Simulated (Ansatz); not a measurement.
Predict the output of the script below (Ansatz 0.2.0, Python API).

The script, `run_field.py`:
```python
import ansatz as az
import numpy as np

BASIS_SET = 'def2-SVPD'
FUNCTIONAL = 'pbe0'

mol = (
    az.Crystal.molecule()
    .atom('F', (-0.4936, -2.1232, 1.1451))
    .atom('Sb', (-1.5043, -0.7731, -0.0327))
    .atom('Si', (0.3979, 0.8456, 0.0629))
    .atom('H', (-0.7855, -1.4984, -1.4992))
    .atom('H', (1.69, 0.1087, -0.1665))
    .atom('H', (0.4629, 1.4963, 1.4006))
    .atom('H', (0.2939, 1.8763, -0.9559))
)

job = mol.calculation().basis(gaussian=BASIS_SET).functional(FUNCTIONAL).forces()
centre = np.mean([site.position_ang for site in mol.cartesian_sites], axis=0)
field = 2 * 14.399645 * 2.0 / 25.0 ** 2


def dipole(axis, sign):
    arm = 25.0 * np.eye(3)[axis]
    pair = [{'charge': sign * 2.0, 'position_ang': (centre - arm).tolist()}, {'charge': -sign * 2.0, 'position_ang': (centre + arm).tolist()}]
    deck = job.input().set(az.key.basis.gaussian.point_charges, pair)
    return np.array(az.Session.from_dict(deck).plan().execute().report['charge_distribution']['dipole_moment_e_ang'])


print(f'field {field:.4f} V/A')
alpha = np.array([(dipole(axis, 1) - dipole(axis, -1)) / (2 * field) * 14.399645 for axis in range(3)])
print('polarisability tensor (A^3)')
print(np.array2string(alpha, precision=3, suppress_small=True))
print(f'mean {np.trace(alpha) / 3:.3f} A^3 = {np.trace(alpha) / 3 / 0.14818471:.2f} bohr^3')
```

```console
$ python run_field.py
field 0.0922 V/A
polarisability tensor (A^3)
[[11.745  1.852  0.056]
 [ 1.847 11.579  0.228]
 [ 0.06   0.25   9.863]]
mean 11.062 A^3 = 74.65 bohr^3
```

What to keep in mind:
- The settings weren't tested for convergence.
- The geometry is a force-field or estimated start, not a minimum of this method, and the basis set is short of its limit. The field of two point charges is only nearly even.
- def2 sets replace the cores of elements past krypton by effective core potentials.
- Run time: 26 s on 1 thread of Arm Neoverse V2, on a shared host, peak memory 0.31 GiB.

(Lines on the test bed's own set-up are left out of the output.)
